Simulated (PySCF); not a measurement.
**MnCl₃: structure of the quintet**

Aim: relax MnCl₃ as a quintet from a PBE minimum start, check by its vibrations whether the end is a minimum, and collect its spectrum and constants.

Computed with PySCF 2.14.0. Level: PBE, basis Mn def2-SVP, Cl def2-SVP, no relativity, density fitting.

### Step 1. The starting structure

4 atoms, charge 0, spin multiplicity 5.

Bond lengths: Mn1–Cl2 2.134 Å, Mn1–Cl3 2.153 Å, Mn1–Cl4 2.153 Å. Angles: Cl2–Mn1–Cl3 109.8°, Cl2–Mn1–Cl4 109.8°, Cl3–Mn1–Cl4 140.3°.

Z-matrix (Å, degrees; charge 0 multiplicity 5):
```
Mn
Cl 1 2.1335
Cl 1 2.1526 2 109.85
Cl 1 2.1526 2 109.85 3 180.00
```

### Step 2. First SCF at the start

One driver script runs all steps and calls PySCF; scf.py shows how it sets up the SCF of each step. The optimiser is the driver's own. After this first run the driver tries any further starts and a stability analysis.

scf.py reads:

```python
from pyscf import gto, scf, dft
mol = gto.M(atom='''
Mn    -0.147068    -0.001721    -0.000000
Cl     1.986323     0.023251     0.000000
Cl    -0.901546     2.014373    -0.000000
Cl    -0.854147    -2.034924    -0.000000''',
    basis={'Mn': 'def2-SVP', 'Cl': 'def2-SVP'},
    charge=0, spin=4)
mf = dft.UKS(mol, xc='PBE')
mf.grids.atom_grid = (50, 194)
aux = {'Mn': 'def2-universal-JKFIT', 'Cl': 'def2-universal-JKFIT'}
mf = mf.density_fit(auxbasis=aux)
mf.conv_tol = 1e-08
mf.diis_space = 10
mf.max_cycle = 60
mf.init_guess = 'minao'
mf.verbose = 4
mf.kernel()
```

Started as:

```console
OMP_NUM_THREADS=2 python axn.py task.json out
```

Log (excerpt; [...] marks lines left out):

```text
[... the frontier levels of the middle cycles are left out ...]
init E= -2529.31112411223
[... the frontier-level lines of each cycle are left out ...]
cycle= 1 E= -2522.68416197957  delta_E= 6.63  |g|=  2.4  |ddm|= 10.1
cycle= 2 E= -2490.35745741113  delta_E= 32.3  |g|= 6.24  |ddm|= 11.2
cycle= 3 E= -2515.03451756577  delta_E= -24.7  |g|= 4.46  |ddm|=  8.1
cycle= 4 E= -2517.88797821837  delta_E= -2.85  |g|=  4.4  |ddm|= 1.66
cycle= 5 E= -2517.23379284231  delta_E= 0.654  |g|= 4.44  |ddm|= 1.95
cycle= 6 E= -2517.78804678437  delta_E= -0.554  |g|= 4.39  |ddm|= 0.832
cycle= 7 E= -2517.38885027489  delta_E= 0.399  |g|=  4.4  |ddm|= 0.979
cycle= 8 E= -2517.50641637448  delta_E= -0.118  |g|=  4.4  |ddm|= 1.25
cycle= 9 E= -2517.70988529377  delta_E= -0.203  |g|= 4.39  |ddm|= 0.393
cycle= 10 E= -2517.76764456968  delta_E= -0.0578  |g|= 4.39  |ddm|= 0.0996
cycle= 11 E= -2517.81554833335  delta_E= -0.0479  |g|= 4.38  |ddm|= 0.624
cycle= 12 E= -2433.81215423303  delta_E=   84  |g|=  6.3  |ddm|= 22.7
cycle= 13 E= -2517.21217107964  delta_E= -83.4  |g|= 4.47  |ddm|= 22.8
cycle= 14 E= -2516.86415910413  delta_E= 0.348  |g|= 4.65  |ddm|= 2.99
[... 16 cycles left out ...]
cycle= 31 E= -2529.23920650493  delta_E= -1.59  |g|=  1.4  |ddm|= 1.74
cycle= 32 E= -2529.56050876333  delta_E= -0.321  |g|= 1.19  |ddm|= 0.586
cycle= 33 E= -2523.0400972914  delta_E= 6.52  |g|= 3.99  |ddm|= 2.69
cycle= 34 E= -2530.28002956236  delta_E= -7.24  |g|= 0.377  |ddm|= 2.34
cycle= 35 E= -2530.11129516345  delta_E= 0.169  |g|= 0.691  |ddm|= 1.02
cycle= 36 E= -2530.35390929199  delta_E= -0.243  |g|= 0.119  |ddm|= 0.743
cycle= 37 E= -2530.36151742132  delta_E= -0.00761  |g|= 0.0534  |ddm|= 0.209
cycle= 38 E= -2530.36298891041  delta_E= -0.00147  |g|= 0.0269  |ddm|= 0.0714
cycle= 39 E= -2530.36336250436  delta_E= -0.000374  |g|= 0.0066  |ddm|= 0.0244
cycle= 40 E= -2530.36338930608  delta_E= -2.68e-05  |g|= 0.00159  |ddm|= 0.0115
cycle= 41 E= -2530.36339092786  delta_E= -1.62e-06  |g|= 0.000607  |ddm|= 0.00453
cycle= 42 E= -2530.36339124947  delta_E= -3.22e-07  |g|= 0.000316  |ddm|= 0.00254
cycle= 43 E= -2530.36339130679  delta_E= -5.73e-08  |g|= 7e-05  |ddm|= 0.000408
cycle= 44 E= -2530.36339131131  delta_E= -4.52e-09  |g|= 1.74e-05  |ddm|= 0.000201
Extra cycle  E= -2530.36339130755  delta_E= 3.76e-09  |g|= 9.14e-05  |ddm|= 7.84e-05
converged SCF energy = -2530.36339130755  <S^2> = 6.0790205  2S+1 = 5.0315089
```

This step, with its further starts and checks, took 42 s on 2 threads of Arm Neoverse V1, shared host.

The starts that the driver tried:

| start | energy (Eh) |
| --- | --- |
| the minimal-basis guess | -2530.363391 |
| a thermally smeared density | -2530.363391 |
| a smeared PBE density | -2530.363391 |

The test of internal stability and the other starts found no lower solution of this spin.

### Step 3. Relaxing the quintet from the PBE minimum start

The program finds C2v symmetry in the start, which this walk keeps.

Edit scf.py of step 2 so:

```diff
@@ -3,4 +3,4 @@
-Mn    -0.147068    -0.001721    -0.000000
-Cl     1.986323     0.023251     0.000000
-Cl    -0.901546     2.014373    -0.000000
-Cl    -0.854147    -2.034924    -0.000000''',
+Mn    -0.146976    -0.001720     0.000000
+Cl     1.986415     0.023252     0.000000
+Cl    -0.901454     2.014374     0.000000
+Cl    -0.854055    -2.034923     0.000000''',
@@ -16 +15,0 @@
-mf.init_guess = 'minao'
```

Energy and gradient, step by step:

| step | energy (Eh) | change (kJ/mol) | largest symmetric gradient (Eh/bohr) |
| --- | --- | --- | --- |
| 0 | -2530.363391 | 0.00 | 0.00021 |

The walk took 1.8 s.

It settles in C2v symmetry, 0.0 kJ/mol below the start, after 0 steps: Mn–Cl 2.134 Å, Mn–Cl 2.153 Å (×2); Cl–Mn–Cl 109.8° (×2), Cl–Mn–Cl 140.3°.

### Step 4. Vibrations and properties at this point

On the finer grid the gradient is checked again; gradients at displacements of ±0.02 bohr then give force constants and infrared intensities.

Edit scf.py of step 3 so:

```diff
@@ -10 +10 @@
-mf.grids.atom_grid = (50, 194)
+mf.grids.atom_grid = (75, 302)
@@ -13 +13 @@
-mf.conv_tol = 1e-08
+mf.conv_tol = 1e-10
```

This SCF starts from the last density.

Log of the central SCF (cycles and frontier levels):

```text
init E= -2530.36333136018
[... the frontier-level lines of each cycle are left out ...]
cycle= 1 E= -2530.36333135926  delta_E= 9.22e-10  |g|= 3.53e-05  |ddm|= 7.57e-05
cycle= 2 E= -2530.36333135083  delta_E= 8.43e-09  |g|= 0.000107  |ddm|= 0.00023
cycle= 3 E= -2530.36333136028  delta_E= -9.46e-09  |g|= 2.92e-06  |ddm|= 0.000173
cycle= 4 E= -2530.3633313603  delta_E= -1.5e-11  |g|= 3.97e-07  |ddm|= 4.37e-06
Extra cycle  E= -2530.36333136029  delta_E= 8.19e-12  |g|= 2.4e-06  |ddm|= 1.97e-06
converged SCF energy = -2530.36333136029  <S^2> = 6.0790183  2S+1 = 5.031508
```

The whole step took 70 s.

Geometry: C2v; Mn–Cl 2.134 Å, Mn–Cl 2.153 Å (×2); Cl–Mn–Cl 109.8° (×2), Cl–Mn–Cl 140.3°.

Modes, for the most abundant isotopes:

```tsv
symmetry	ω (cm⁻¹)	IR (km/mol)	μ (u)	type
b2	57	0.2	36.42	bend
b1	99	15.1	45.79	bend
a1	101	1.7	37.67	bend
a1	336	0.0	34.97	stretch
a1	442	46.4	41.97	stretch
b2	473	91.2	43.60	stretch
```

No imaginary mode, so this is a minimum.

Constants and moments:

```
Dipole moment                                                   : 0.55 D
Highest occupied level                                          : -6.65 eV
Lowest empty level                                              : -5.97 eV
Rotational constants                                            : 0.08731, 0.05879, 0.03513 cm⁻¹
Zero-point energy                                               : 9.0 kJ/mol
Principal polarisabilities                                      : 27.8, 64.6, 85.3 bohr³
Atomisation energy without zero-point energy                    : 1081 kJ/mol
Principal traceless quadrupole moments about the centre of mass : -5.49, 0.03, 5.46 D Å
Entropy at 298.15 K and 1 bar (electronic part: spin only)      : 359.0 J/(mol K)
Heat capacity Cp at 298.15 K                                    : 75.8 J/(mol K)
Enthalpy at 298.15 K above 0 K                                  : 18.27 kJ/mol
Rotational symmetry number                                      : 2
Spin squared ⟨S²⟩                                               : 6.079
```

Charges (e) and bond orders:

| atom | Mulliken | Löwdin | polar tensor | spin (Mulliken) | Mayer order to Mn1 |
| --- | --- | --- | --- | --- | --- |
| Mn1 | 0.58 | 0.12 | 1.23 | 3.92 | – |
| Cl2 | -0.17 | -0.02 | -0.37 | 0.03 | 1.23 |
| Cl3,4 | -0.21 | -0.05 | -0.43 | 0.02 | 1.20 |

Mulliken populations on Mn1: s 6.46, p 12.65, d 5.30, f 0.00.

### Step 5. Outcome

```
                                          quantity                                                                     value
                                           minimum                                                              quintet, C2v
                                          geometry  Mn–Cl 2.134 Å, Mn–Cl 2.153 Å (×2); Cl–Mn–Cl 109.8° (×2), Cl–Mn–Cl 140.3°
                                wavenumbers (cm⁻¹)                  57 (b2), 99 (b1), 101 (a1), 336 (a1), 442 (a1), 473 (b2)
                                     dipole moment                                                                    0.55 D
highest occupied, lowest empty level (either spin)                                                           -6.65, -5.97 eV
                        polar-tensor charge of Mn1                                                                   +1.23 e
                                 zero-point energy                                                                9.0 kJ/mol
                               entropy at 298.15 K                                                           359.0 J/(mol K)
         atomisation energy (no zero-point energy)                                                               1081 kJ/mol
                                              ⟨S²⟩                                                                     6.079
```

**Reading.** The molecule stays C2v, as typed, and the end point is a minimum. In the infrared the band at 473 cm⁻¹ (b2, stretch) leads. Most of the spin sits on Mn1 (Mulliken spin 3.92, against 4 for the whole molecule). Only this shape and spin were tried, so other structures or states may lie lower. One determinant may miss the lowest occupation of an open d or f shell.

The search up to here took 1.9 min.
